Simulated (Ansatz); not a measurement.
**C3H11SbSi: how energies converge with the basis set**

Aim: see how fast density functionals converge with the basis set for C3H11SbSi.

The runs use Ansatz 0.2.0, Gaussian basis; one geometry, several basis sets.

Plan: PBE0-D4/def2-SVP; ωB97M-V/def2-SVP; PBE0-D4/def2-QZVPP; ωB97M-V/def2-QZVPP; the functionals' def2-TZVPP values are taken from earlier runs.

**1. The geometry**

The geometry comes from an earlier relaxation with PBE0-D4 in a triple-zeta def2 set; it is a stationary point, not always the lowest conformer. Sb takes the def2 core potential; no spin-orbit term is included.

SMILES `C[CH](C)[SbH][SiH3]`, 16 atoms, charge 0, spin multiplicity 1.

Atoms are counted from 1 here; the program's logs count them from 0.

Bond lengths: C1–C2 1.516 Å, C1–H6 1.097 Å, C1–H7 1.094 Å, C1–H8 1.092 Å, C2–C3 1.520 Å, C2–Sb4 2.194 Å, C2–H9 1.095 Å, C3–H10 1.093 Å, C3–H11 1.096 Å, C3–H12 1.094 Å, Sb4–Si5 2.572 Å, Sb4–H13 1.713 Å, Si5–H14 1.490 Å, Si5–H15 1.488 Å, Si5–H16 1.487 Å. Angles: C2–C1–H6 110.3°, C2–C1–H7 111.2°, C2–C1–H8 112.5°, H6–C1–H7 107.5°, H6–C1–H8 107.5°, H7–C1–H8 107.6°, C1–C2–C3 111.8°, C1–C2–Sb4 114.2°, C1–C2–H9 109.5°, C3–C2–Sb4 108.4°, C3–C2–H9 109.1°, Sb4–C2–H9 103.4°, C2–C3–H10 112.3°, C2–C3–H11 110.4°, C2–C3–H12 111.2°, H10–C3–H11 107.7°, H10–C3–H12 107.8°, H11–C3–H12 107.2° and more.

As a file:

```mol
C3H11SbSi
  3D, bonds by distance, orders not assigned

 16 15  0  0  0  0  0  0  0  0999 V2000
   -0.0159   -1.0998   -0.8190 C   0  0
    0.9099   -0.1028   -0.1501 C   0  0
    1.9641    0.4235   -1.1111 C   0  0
   -0.1172    1.6107    0.7557 Sb  0  0
   -1.9847    0.2663    1.9036 Si  0  0
    0.5634   -1.9183   -1.2636 H   0  0
   -0.5906   -0.6300   -1.6220 H   0  0
   -0.7280   -1.5432   -0.1201 H   0  0
    1.4068   -0.5791    0.7019 H   0  0
    2.6595    1.1134   -0.6273 H   0  0
    2.5506   -0.4041   -1.5264 H   0  0
    1.5049    0.9492   -1.9539 H   0  0
   -1.0955    1.8966   -0.6209 H   0  0
   -1.3568   -0.6784    2.8691 H   0  0
   -2.8654    1.1925    2.6649 H   0  0
   -2.8281   -0.5193    0.9634 H   0  0
  1  2  8  0
  2  3  8  0
  2  4  8  0
  4  5  8  0
  1  6  8  0
  1  7  8  0
  1  8  8  0
  2  9  8  0
  3 10  8  0
  3 11  8  0
  3 12  8  0
  4 13  8  0
  5 14  8  0
  5 15  8  0
  5 16  8  0
M  END
```

**2. PBE0-D4 in def2-SVP**

File in.yaml:

```yaml
crystal:
  periodic: [false, false, false]
  atoms:
    - {symbol: C, position_ang: [-0.015904, -1.099768, -0.818960]}
    - {symbol: C, position_ang: [0.909940, -0.102801, -0.150080]}
    - {symbol: C, position_ang: [1.964051, 0.423517, -1.111129]}
    - {symbol: Sb, position_ang: [-0.117210, 1.610733, 0.755656]}
    - {symbol: Si, position_ang: [-1.984733, 0.266319, 1.903641]}
    - {symbol: H, position_ang: [0.563405, -1.918325, -1.263559]}
    - {symbol: H, position_ang: [-0.590621, -0.629978, -1.622030]}
    - {symbol: H, position_ang: [-0.727956, -1.543205, -0.120069]}
    - {symbol: H, position_ang: [1.406781, -0.579148, 0.701887]}
    - {symbol: H, position_ang: [2.659517, 1.113410, -0.627251]}
    - {symbol: H, position_ang: [2.550587, -0.404054, -1.526377]}
    - {symbol: H, position_ang: [1.504904, 0.949155, -1.953948]}
    - {symbol: H, position_ang: [-1.095519, 1.896563, -0.620891]}
    - {symbol: H, position_ang: [-1.356811, -0.678412, 2.869135]}
    - {symbol: H, position_ang: [-2.865408, 1.192485, 2.664920]}
    - {symbol: H, position_ang: [-2.828123, -0.519292, 0.963356]}
basis:
  gaussian: {orbitals: def2-SVP}
hamiltonian: {xc: pbe0, dispersion: d4}
output: {orbitals: {seedname: orbitals}}
```

Run with:

```console
ansatz run in.yaml --threads 4 --pin off --events-out ev --progress --plain --max-ram 11315MiB
```

The runs that follow: ωB97M-V in def2-SVP; PBE0-D4 in def2-QZVPP; ωB97M-V in def2-QZVPP.

Before running them: what should the planned runs give, taken together? Wanted: PBE0-D4: double and triple zeta above quadruple; ωB97M-V: double and triple zeta above quadruple.

As calculated:

```
                                       quantity          value
PBE0-D4: double and triple zeta above quadruple  7.03, 0.50 eV
ωB97M-V: double and triple zeta above quadruple  7.34, 0.49 eV
```

In words: PBE0-D4 gains 6.52 eV from double to triple zeta, then 0.50 eV more. These are total energies; as a rule much of such shifts cancels in differences, which this series doesn't test. The LUMO of ωB97M-V is positive and keeps falling with the basis (1.63 to 0.99 eV): an unbound level that the basis holds in place.
